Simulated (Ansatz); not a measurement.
# C2H5BS: the cost of one run

Program: Ansatz 0.2.0. Level of theory: UKS B3LYP-D4/def2-SVP. These are calculated values, not measurements.

### Step 1. The starting structure

Bond lengths: S1–C2 1.791 Å, C2–B3 1.588 Å, C2–C4 1.430 Å, B3–C4 1.525 Å, S1–H5 1.461 Å, C2–H6 1.128 Å, B3–H7 1.229 Å, C4–H8 1.133 Å, C4–H9 1.157 Å. Angles (14 of 16 angles, heavy atoms first): S1–C2–B3 109.8°, S1–C2–C4 116.4°, B3–C2–C4 60.4°, C2–B3–C4 54.7°, C2–C4–B3 64.9°, S1–C2–H6 121.3°, B3–C2–H6 116.3°, C4–C2–H6 117.1°, C2–S1–H5 91.7°, C2–B3–H7 151.8°, C4–B3–H7 153.2°, C2–C4–H8 115.1°, C2–C4–H9 118.4°, B3–C4–H8 112.1°.

As a file:

```xyz
9

S    -0.4258    0.3142   -1.8650
C     0.1867    0.5202   -0.1944
B     1.0449   -0.7486    0.2227
C    -0.3245   -0.3858    0.7865
H    -1.5082    1.2681   -1.6330
H     0.5599    1.5187    0.1731
H     2.0754   -1.4178    0.1894
H    -1.1359   -1.0848    0.4179
H    -0.3840   -0.0305    1.8857
```

### Step 2. End point A

Input file input.yaml:

```yaml
crystal:
  periodic: [false, false, false]
  atoms:
    - { symbol: S, position_ang: [-0.4258, 0.3142, -1.865] }
    - { symbol: C, position_ang: [0.1867, 0.5202, -0.1944] }
    - { symbol: B, position_ang: [1.0449, -0.7486, 0.2227] }
    - { symbol: C, position_ang: [-0.3245, -0.3858, 0.7865] }
    - { symbol: H, position_ang: [-1.5082, 1.2681, -1.633] }
    - { symbol: H, position_ang: [0.5599, 1.5187, 0.1731] }
    - { symbol: H, position_ang: [2.0754, -1.4178, 0.1894] }
    - { symbol: H, position_ang: [-1.1359, -1.0848, 0.4179] }
    - { symbol: H, position_ang: [-0.384, -0.0305, 1.8857] }
magnetization:
  spin_polarized: true
basis:
  gaussian: { orbitals: def2-SVP }
hamiltonian:
  xc: b3lyp
  dispersion: d4
relax:
  f_tol: 0.02
  max_steps: 50
```

Launch:

```sh
ansatz run input.yaml --threads 2 --pin off --max-ram 3072MiB --backend cpu --events-out ev --progress --plain --runs-dir out
```

What time and memory should one allow on 2 threads of Arm Neoverse V1, shared host?

About 53 s, with a peak of 0.22 GiB.
